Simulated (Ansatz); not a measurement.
**C₂H₆BBrO₂: how energies converge with the basis set**

An exercise on one series of results from a longer session: the logs are not shown, and one member is left open.

The runs use Ansatz 0.2.0, Gaussian basis; one geometry, several basis sets.

The runs, in order: PBE0-D4/def2-SVP; ωB97M-V/def2-SVP; PBE0-D4/def2-QZVPP; ωB97M-V/def2-QZVPP; the functionals' def2-TZVPP values are taken from earlier runs.

## Structure used throughout

An earlier PBE0-D4 in a triple-zeta def2 set relaxation fixed the geometry.

SMILES `COB(Br)OC`, 12 atoms, charge 0, spin multiplicity 1.

Atoms are counted from 1 here; the program's logs count them from 0.

Bond lengths: C1–O2 1.419 Å, C1–H7 1.089 Å, C1–H8 1.092 Å, C1–H9 1.092 Å, O2–B3 1.344 Å, B3–Br4 1.940 Å, B3–O5 1.347 Å, O5–C6 1.414 Å, C6–H10 1.089 Å, C6–H11 1.092 Å, C6–H12 1.092 Å. Angles: O2–C1–H7 107.2°, O2–C1–H8 111.0°, O2–C1–H9 110.9°, H7–C1–H8 109.5°, H7–C1–H9 109.5°, H8–C1–H9 108.7°, C1–O2–B3 120.1°, O2–B3–Br4 116.7°, O2–B3–O5 121.4°, Br4–B3–O5 121.9°, B3–O5–C6 124.4°, O5–C6–H10 107.2°, O5–C6–H11 111.0°, O5–C6–H12 110.9°, H10–C6–H11 109.5°, H10–C6–H12 109.5°, H11–C6–H12 108.8°.

Set-up of the first run:

Input file in.yaml:

```yaml
crystal:
  periodic: [false, false, false]
  atoms:
    - {symbol: C, position_ang: [-0.953429, -0.907077, 1.725124]}
    - {symbol: O, position_ang: [-1.524027, -0.357831, 0.548244]}
    - {symbol: B, position_ang: [-0.731588, 0.157296, -0.407129]}
    - {symbol: Br, position_ang: [-1.614261, 0.882568, -1.974723]}
    - {symbol: O, position_ang: [0.609257, 0.166502, -0.276175]}
    - {symbol: C, position_ang: [1.503412, 0.690123, -1.238830]}
    - {symbol: H, position_ang: [-1.774762, -1.264024, 2.344934]}
    - {symbol: H, position_ang: [-0.288898, -1.740216, 1.485029]}
    - {symbol: H, position_ang: [-0.385123, -0.151664, 2.272668]}
    - {symbol: H, position_ang: [2.511467, 0.559339, -0.846748]}
    - {symbol: H, position_ang: [1.314596, 1.751788, -1.410469]}
    - {symbol: H, position_ang: [1.410355, 0.158096, -2.187825]}
basis:
  gaussian: {orbitals: def2-SVP}
hamiltonian: {xc: pbe0, dispersion: d4}
output: {orbitals: {seedname: orbitals}}
```

Steps of the session up to this table: PBE0-D4 in def2-SVP; ωB97M-V in def2-SVP; PBE0-D4 in def2-QZVPP; ωB97M-V in def2-QZVPP.

One table of the session follows, with a row left open; its other results are not shown here.

| functional | basis | HOMO (eV) | LUMO (eV) |
| --- | --- | --- | --- |
| PBE0-D4 | def2-SVP | ? | ? |
| PBE0-D4 | def2-TZVPP | -8.21 | 0.76 |
| PBE0-D4 | def2-QZVPP | -8.23 | 0.54 |
| ωB97M-V | def2-SVP | -10.27 | 3.06 |
| ωB97M-V | def2-TZVPP | -10.47 | 2.16 |
| ωB97M-V | def2-QZVPP | -10.49 | 1.63 |

**Question.** Estimate the row for PBE0-D4, def2-SVP.

**Answer.** HOMO (eV): -8.03; LUMO (eV): 1.01. In the column «HOMO (eV)» it is the highest.
